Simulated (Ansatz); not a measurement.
**MnO2 (P-42_1m): equation of state**

The task here is to estimate one member of a computed series from the others.

Program: Ansatz 0.2.0. Level of theory: DFT PBE, scalar-relativistic, plane waves, PAW. These are calculated values, not measurements.

### The system as given

Symmetry: P-42_1m, No. 113, tetragonal system. Conventional cell: a = 4.433 Å, b = 4.433 Å, c = 2.866 Å, α = 90.00°, β = 90.00°, γ = 90.00°. Around Mn (site symmetry 2mm) lie 6 O at 1.87 to 1.92 Å. O (site symmetry m) is surrounded by 3 Mn at 1.87 to 1.92 Å.

Structure file:

```cif
data_structure
_symmetry_space_group_name_H-M 'P-42_1m'
_symmetry_Int_Tables_number 113
_cell_length_a 4.4328
_cell_length_b 4.4328
_cell_length_c 2.8664
_cell_angle_alpha 90.000
_cell_angle_beta 90.000
_cell_angle_gamma 90.000
_cell_volume 56.32
loop_
_atom_site_label
_atom_site_type_symbol
_atom_site_symmetry_multiplicity
_atom_site_Wyckoff_symbol
_atom_site_fract_x
_atom_site_fract_y
_atom_site_fract_z
_atom_site_occupancy
Mn1 Mn 2 c 0.50000 0.00000 0.74678 1
O1 O 4 e 0.19434 0.30566 0.74906 1
```

An earlier run at PBE left this cell at 9.387 Å³/atom and 0.00 GPa (6×6×6 mesh). The large moments point both ways and cancel.

Volume factors to run: 0.980, 1.020, 0.960, 1.040.

Set-up of the first run:

input.yaml

```yaml
crystal:
  lattice:
    - [4.4030256086, 0.0, 0.0]
    - [0.0, 4.4030256086, 0.0]
    - [0.0, 0.0, 5.6942402541]
  atoms:
    - { symbol: Mn, position: [0.0, 0.0, -0.0016120021], spin: 2.43 }
    - { symbol: Mn, position: [0.5, 0.5, 0.2516120021], spin: 2.43 }
    - { symbol: O, position: [0.3056552315, 0.3056552315, -0.0004707488] }
    - { symbol: O, position: [0.1943447685, 0.8056552315, 0.2504707488] }
    - { symbol: O, position: [0.6943447685, 0.6943447685, -0.0004707488] }
    - { symbol: O, position: [0.8056552315, 0.1943447685, 0.2504707488] }
    - { symbol: Mn, position: [0.0, 0.0, 0.4983880812], spin: -2.43 }
    - { symbol: Mn, position: [0.5, 0.5, 0.7516119188], spin: -2.43 }
    - { symbol: O, position: [0.3056554562, 0.3056554562, 0.4995289323] }
    - { symbol: O, position: [0.1943445438, 0.8056554562, 0.7504710677] }
    - { symbol: O, position: [0.6943445438, 0.6943445438, 0.4995289323] }
    - { symbol: O, position: [0.8056554562, 0.1943445438, 0.7504710677] }
basis:
  ecutwfc: 420
  ecutrho_ratio: 4
kpoints:
  mp_grid: { grid: [6, 6, 6] }
hamiltonian:
  xc: pbe
scf:
  occupations: { method: gaussian, width: 0.05 }
output:
  forces: true
  stress: true
  eigenvalues: true
  populations: true
magnetization:
  spin_polarized: true
relax:
  f_tol: 0.01
  max_steps: 40
  cell: { stress_tol: 0.1, fix: [volume] }
```

Run with:

```bash
$ ansatz run input.yaml --threads 2 --pin off --max-ram 5120MiB --backend cpu --events-out ev --progress --plain --runs-dir out
```

Among the steps run: Scaling the volume by 0.980; Volume × 1.020; Scaling the volume by 0.960; Scaling the volume by 1.040.

One table of the session follows, with a row left open; its other results are not shown here.

It belongs to the step «The fit». 

```
volume (Å³/atom)  energy (meV/atom)  pressure (GPa)  gap (eV)  moment of atom 1 (μB)
           9.012              11.39           10.11      0.63                   2.16
           9.199               2.74            4.76      0.64                   2.19
           9.387               0.00            0.00      0.64                   2.21
           9.575                  ?               ?         ?                      ?
           9.763               9.69           -7.96      0.59                   2.25
```

Q: Estimate the row for volume (Å³/atom) = 9.575 from the others.

Worked estimate for «energy (meV/atom)». A straight line through the neighbours (9.387, 0.00) and (9.763, 9.69) gives 0.00 + (9.69 − 0.00) × (9.575 − 9.387) / (9.763 − 9.387) = 4.84; a parabola fitted to 3 rows on both sides gives 2.32.

The run gave: energy (meV/atom): 2.52; pressure (GPa): -4.23; gap (eV): 0.62; moment of atom 1 (μB): 2.23. In «energy (meV/atom)» the line misses by +2.32 and the parabola by -0.20.

To keep in mind: Warnings in the runs' records: anti translation declined, stability check not made.
